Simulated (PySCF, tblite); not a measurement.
# CH10GeOSi2: dynamics, then NMR shifts on frames, part 2 of 2

tblite 0.8.0 and PySCF 2.14.0. Atoms count from 0. The steps go on from the part before.

## Step 5: NMR shieldings: 625 fs, PBE0/pcSseg-1

Job settings and geometry (Å):

```
{"job": {"kind": "nmr", "xc": "PBE0", "basis": "pcSseg-1", "pop": false}, "charge": 0, "multiplicity": 1}
Si    -2.183500     1.111800    -0.083200
C     -1.560100    -0.612100     0.428900
Ge    -0.001500    -0.992600    -0.637200
O      1.178800     0.212200    -0.132800
Si     1.807200     1.356600     0.802300
H     -2.457200     0.988300    -1.467700
H     -3.440500     1.513300     0.547000
H     -1.171100     2.130700     0.010300
H     -1.301000    -0.610700     1.516100
H     -2.320500    -1.344100     0.171600
H     -0.213700    -0.845100    -2.187500
H      0.681400    -2.321900    -0.380100
H      3.245700     1.119200     1.048500
H      1.452500     2.559700    -0.032900
H      1.050200     1.412000     2.133300
```

With the program's defaults for keys left out, this is: GIAO PBE0/pcSseg-1 NMR shielding, non-relativistic, gas phase.

Log:

```text
coarse grid: 55320 points
cycle   1  E = -2774.2986075527  dE = -4.702e-01  |g| = 1.195e+00  |ddm| = 3.517e+00
cycle   2  E = -2773.9759399911  dE =  3.227e-01  |g| = 1.735e+00  |ddm| = 1.970e+00
cycle   3  E = -2774.4518022532  dE = -4.759e-01  |g| = 2.950e-01  |ddm| = 1.552e+00
cycle   4  E = -2774.4660796103  dE = -1.428e-02  |g| = 7.861e-02  |ddm| = 2.371e-01
cycle   5  E = -2774.4668061245  dE = -7.265e-04  |g| = 1.429e-02  |ddm| = 5.904e-02
cycle   6  E = -2774.4668551004  dE = -4.898e-05  |g| = 5.037e-03  |ddm| = 1.801e-02
cycle   7  E = -2774.4668604610  dE = -5.361e-06  |g| = 9.924e-04  |ddm| = 4.446e-03
final grid: 113032 points
cycle   8  E = -2774.4668915288  dE = -2.402e-08  |g| = 1.021e-03  |ddm| = 2.276e-03
cycle   9  E = -2774.4668914107  dE =  1.181e-07  |g| = 1.235e-03  |ddm| = 1.939e-03
cycle  10  E = -2774.4668917587  dE = -3.480e-07  |g| = 1.100e-04  |ddm| = 1.091e-03
cycle  11  E = -2774.4668917616  dE = -2.956e-09  |g| = 1.869e-05  |ddm| = 1.195e-04
cycle  12  E = -2774.4668917617  dE = -3.865e-11  |g| = 3.289e-06  |ddm| = 1.200e-05
converged SCF energy = -2774.4668917617

GIAO shielding tensors (ppm)
atom      isotropic    diamagn.    paramagn.     s11        s22        s33       span
  0 Si     425.352     880.325    -454.973    387.428    412.973    475.654     88.226
  1 C      193.507     257.727     -64.221    178.605    192.987    208.928     30.323
  2 Ge    1331.380    2757.108   -1425.728   1221.056   1302.706   1470.380    249.324
  3 O      337.850     405.917     -68.067    234.696    365.207    413.647    178.950
  4 Si     392.542     880.355    -487.813    347.322    369.205    461.099    113.776
  5 H       28.425      30.525      -2.100     24.575     26.791     33.910      9.335
  6 H       27.583      28.647      -1.064     23.919     24.853     33.978     10.059
  7 H       27.752      30.864      -3.112     23.175     27.912     32.169      8.993
  8 H       30.371      31.692      -1.320     25.912     27.440     37.762     11.850
  9 H       31.890      30.377       1.512     26.159     28.286     41.223     15.064
 10 H       25.738      28.845      -3.107     20.469     20.858     35.886     15.417
 11 H       26.065      29.172      -3.107     19.199     21.212     37.784     18.585
 12 H       26.207      28.802      -2.595     22.681     24.157     31.784      9.103
 13 H       25.676      29.468      -3.792     21.908     24.061     31.060      9.152
 14 H       25.925      30.072      -4.147     22.384     25.048     30.343      7.959
```

Wall time 24 s (1 thread of Arm Neoverse V1, shared host); peak memory 0.88 GiB.

In short: δ C1 -6.6, Si4 -43.4, Si0 -76.2, Ge2 0, H13 6.04, H10 5.98 ppm.

## Step 6: NMR shieldings: 800 fs, PBE0/pcSseg-1

Job settings and geometry (Å):

```
{"job": {"kind": "nmr", "xc": "PBE0", "basis": "pcSseg-1", "pop": false}, "charge": 0, "multiplicity": 1}
Si    -2.549200     0.785100     0.647400
C     -1.581800    -0.824700     0.542700
Ge     0.102800    -1.106500    -0.499700
O      1.242200     0.102600    -0.366700
Si     1.568100     1.579400     0.254200
H     -2.556100     1.680100    -0.541800
H     -3.977300     0.482200     1.008500
H     -1.855300     1.582300     1.612800
H     -1.402900    -1.092500     1.603000
H     -2.201200    -1.654500     0.184700
H     -0.291500    -0.987500    -2.007000
H      0.884000    -2.373400    -0.226100
H      2.788700     2.092700    -0.315800
H      0.391600     2.449000     0.051400
H      1.735100     1.495800     1.784900
```

With the program's defaults for keys left out, this is: GIAO PBE0/pcSseg-1 NMR shielding, non-relativistic, gas phase.

Log:

```text
coarse grid: 55320 points
cycle   1  E = -2774.3048498987  dE = -4.767e-01  |g| = 1.175e+00  |ddm| = 3.534e+00
cycle   2  E = -2774.0429950451  dE =  2.619e-01  |g| = 1.635e+00  |ddm| = 1.736e+00
cycle   3  E = -2774.4501573778  dE = -4.072e-01  |g| = 2.707e-01  |ddm| = 1.324e+00
cycle   4  E = -2774.4622012028  dE = -1.204e-02  |g| = 7.643e-02  |ddm| = 2.186e-01
cycle   5  E = -2774.4629326602  dE = -7.315e-04  |g| = 1.414e-02  |ddm| = 5.915e-02
cycle   6  E = -2774.4629819282  dE = -4.927e-05  |g| = 4.618e-03  |ddm| = 1.748e-02
cycle   7  E = -2774.4629864007  dE = -4.473e-06  |g| = 9.120e-04  |ddm| = 4.094e-03
final grid: 113032 points
cycle   8  E = -2774.4629760864  dE = -5.992e-08  |g| = 8.789e-04  |ddm| = 2.263e-03
cycle   9  E = -2774.4629760138  dE =  7.259e-08  |g| = 1.026e-03  |ddm| = 1.605e-03
cycle  10  E = -2774.4629762539  dE = -2.401e-07  |g| = 1.089e-04  |ddm| = 8.986e-04
cycle  11  E = -2774.4629762568  dE = -2.929e-09  |g| = 1.924e-05  |ddm| = 1.181e-04
cycle  12  E = -2774.4629762569  dE = -5.730e-11  |g| = 3.692e-06  |ddm| = 1.595e-05
converged SCF energy = -2774.4629762569

GIAO shielding tensors (ppm)
atom      isotropic    diamagn.    paramagn.     s11        s22        s33       span
  0 Si     422.285     879.445    -457.160    383.627    409.522    473.705     90.078
  1 C      190.836     256.676     -65.840    176.097    193.517    202.893     26.796
  2 Ge    1347.144    2756.144   -1409.001   1212.812   1328.037   1500.582    287.769
  3 O      342.135     404.016     -61.881    257.370    364.810    404.226    146.856
  4 Si     390.507     879.945    -489.438    341.055    357.792    472.675    131.620
  5 H       27.219      29.114      -1.895     23.927     25.929     31.802      7.875
  6 H       26.953      27.569      -0.616     23.168     24.718     32.974      9.807
  7 H       27.879      30.530      -2.650     24.480     26.461     32.697      8.218
  8 H       30.810      31.694      -0.884     25.493     28.820     38.118     12.625
  9 H       31.909      30.169       1.741     25.693     29.547     40.488     14.795
 10 H       26.023      28.914      -2.892     19.709     21.961     36.397     16.688
 11 H       26.169      28.736      -2.566     19.069     21.651     37.789     18.720
 12 H       26.813      29.259      -2.446     23.214     24.598     32.627      9.413
 13 H       26.382      30.957      -4.575     22.403     26.229     30.515      8.112
 14 H       25.933      29.252      -3.319     23.048     24.113     30.638      7.589
```

Run time: 24 s. Hardware: 1 thread of Arm Neoverse V1, shared host; peak memory 0.88 GiB.

This run: δ C1 -3.9, Si4 -41.3, Si0 -73.1, Ge2 -16, H14 5.78, H10 5.69 ppm.

## Step 7: NMR shieldings: 1000 fs, PBE0/pcSseg-1

Job settings and geometry (Å):

```
{"job": {"kind": "nmr", "xc": "PBE0", "basis": "pcSseg-1", "pop": false}, "charge": 0, "multiplicity": 1}
Si    -2.486000     0.453400     0.960300
C     -1.191700    -0.910400     0.862900
Ge     0.301500    -0.930900    -0.413600
O      0.913400     0.747700    -0.465200
Si     2.110100     1.668000     0.097100
H     -2.791800     0.772600    -0.469500
H     -3.702500    -0.036000     1.540400
H     -1.972300     1.753600     1.611200
H     -0.664100    -0.947300     1.850500
H     -1.667500    -1.892900     0.780500
H     -0.037800    -1.210600    -1.831900
H      1.319400    -1.974700     0.063600
H      3.102600     1.800000    -0.991800
H      1.483500     2.941200     0.312000
H      2.822400     1.039100     1.322900
```

Method: GIAO PBE0/pcSseg-1 NMR shielding, non-relativistic, gas phase.

Log:

```text
coarse grid: 55320 points
cycle   1  E = -2774.3005603805  dE = -5.483e-01  |g| = 1.192e+00  |ddm| = 3.500e+00
cycle   2  E = -2773.9354373851  dE =  3.651e-01  |g| = 1.784e+00  |ddm| = 1.944e+00
cycle   3  E = -2774.4519697217  dE = -5.165e-01  |g| = 3.176e-01  |ddm| = 1.545e+00
cycle   4  E = -2774.4689333768  dE = -1.696e-02  |g| = 8.199e-02  |ddm| = 2.493e-01
cycle   5  E = -2774.4697515634  dE = -8.182e-04  |g| = 1.632e-02  |ddm| = 6.387e-02
cycle   6  E = -2774.4698174009  dE = -6.584e-05  |g| = 5.382e-03  |ddm| = 1.992e-02
cycle   7  E = -2774.4698234742  dE = -6.073e-06  |g| = 1.068e-03  |ddm| = 4.700e-03
final grid: 113032 points
cycle   8  E = -2774.4698141835  dE = -5.591e-08  |g| = 1.096e-03  |ddm| = 2.612e-03
cycle   9  E = -2774.4698140847  dE =  9.875e-08  |g| = 1.289e-03  |ddm| = 1.993e-03
cycle  10  E = -2774.4698144354  dE = -3.507e-07  |g| = 1.274e-04  |ddm| = 1.084e-03
cycle  11  E = -2774.4698144394  dE = -4.014e-09  |g| = 2.777e-05  |ddm| = 1.383e-04
cycle  12  E = -2774.4698144395  dE = -1.019e-10  |g| = 4.631e-06  |ddm| = 1.721e-05
converged SCF energy = -2774.4698144395

GIAO shielding tensors (ppm)
atom      isotropic    diamagn.    paramagn.     s11        s22        s33       span
  0 Si     422.387     879.284    -456.897    391.445    414.370    461.345     69.900
  1 C      192.623     257.531     -64.908    176.581    194.484    206.804     30.222
  2 Ge    1327.740    2756.052   -1428.312   1203.252   1293.902   1486.065    282.813
  3 O      336.166     404.312     -68.145    263.187    367.881    377.431    114.244
  4 Si     385.778     880.062    -494.285    339.376    346.815    471.142    131.766
  5 H       27.135      28.998      -1.863     23.371     26.095     31.940      8.569
  6 H       27.879      28.631      -0.752     24.064     25.570     34.003      9.939
  7 H       26.638      28.214      -1.576     23.076     25.509     31.327      8.251
  8 H       30.681      31.974      -1.293     25.455     29.241     37.347     11.892
  9 H       31.984      30.578       1.406     25.590     29.358     41.003     15.413
 10 H       26.710      29.902      -3.192     19.857     21.932     38.342     18.484
 11 H       26.066      29.298      -3.232     19.834     21.485     36.880     17.046
 12 H       26.360      28.727      -2.367     22.682     24.352     32.047      9.365
 13 H       26.657      30.253      -3.597     22.682     25.031     32.257      9.575
 14 H       25.712      28.501      -2.789     22.460     24.256     30.421      7.961
```

Wall time 24 s (1 thread of Arm Neoverse V1, shared host); peak memory 0.88 GiB.

This run: δ C1 -5.7, Si4 -36.6, Si0 -73.2, Ge2 3, H14 6.00, H11 5.65 ppm.

## Step 8: Side by side: NMR shifts

Shifts (ppm) of some atoms, chosen among heavy atoms and hydrogens apart, with basis size and wall time:

| frame | C1 | H8 | H9 | Si4 | Si0 | Ge2 | O3 | functions | time |
| --- | --- | --- | --- | --- | --- | --- | --- | --- | --- |
| 250 fs | -8.0 | -0.14 | -0.81 | -30.4 | -76.1 | -6 | -8.1 | 173 | 35 s |
| 425 fs | -7.6 | -0.02 | 1.01 | -43.3 | -77.9 | -24 | -3.8 | 173 | 24 s |
| 625 fs | -6.6 | 1.35 | -0.17 | -43.4 | -76.2 | 0 | -1.8 | 173 | 24 s |
| 800 fs | -3.9 | 0.91 | -0.19 | -41.3 | -73.1 | -16 | -6.1 | 173 | 24 s |
| 1000 fs | -5.7 | 1.04 | -0.27 | -36.6 | -73.2 | 3 | -0.1 | 173 | 24 s |

## Step 9: Outcome

The summary covers parts 1 to 2.

| quantity | value |
| --- | --- |
| thermostat | 200 K |
| mean temperature, second half | 224 K |
| mean potential energy above the minimum | 0.36 eV |
| 13C shifts against TMS (PBE0/pcSseg-1, 250 fs) | -8.0 ppm |
| 1H shifts against TMS (PBE0/pcSseg-1, 250 fs) | 5.97, 5.87, 5.71, 5.55, 5.49, 4.45, 4.15, 3.94, -0.14, -0.81 ppm |
| 29Si shifts against TMS (PBE0/pcSseg-1, 250 fs) | -30.4, -76.1 ppm |
| 73Ge shifts against GeMe4 (PBE0/pcSseg-1, 250 fs) | -6 ppm |
| 17O shifts against H2O (PBE0/pcSseg-1, 250 fs) | -8.1 ppm |
| surface potential, 1st and 99th percentile | -0.82 V and 1.60 V |
| range of the shift of Ge2 | -24 to 3 ppm |

What this shows: In the second half the potential energy averages 0.36 eV above the minimum; equipartition over 39 harmonic modes at 200 K would give 0.34 eV. With 15 atoms the temperature swings widely (112 to 307 K). Shifts at one fixed geometry are not the observed spectrum, which averages over the motion. In the first frame run (250 fs): The widest tensor belongs to Ge2: span 275 ppm, with a paramagnetic part of -1420 ppm. Across the 5 runs the shift of Ge2 moves most, between -24 (425 fs) and 3 ppm (1000 fs). Spin-orbit coupling is left out, which matters for shieldings and couplings at and beside the heavy atoms.
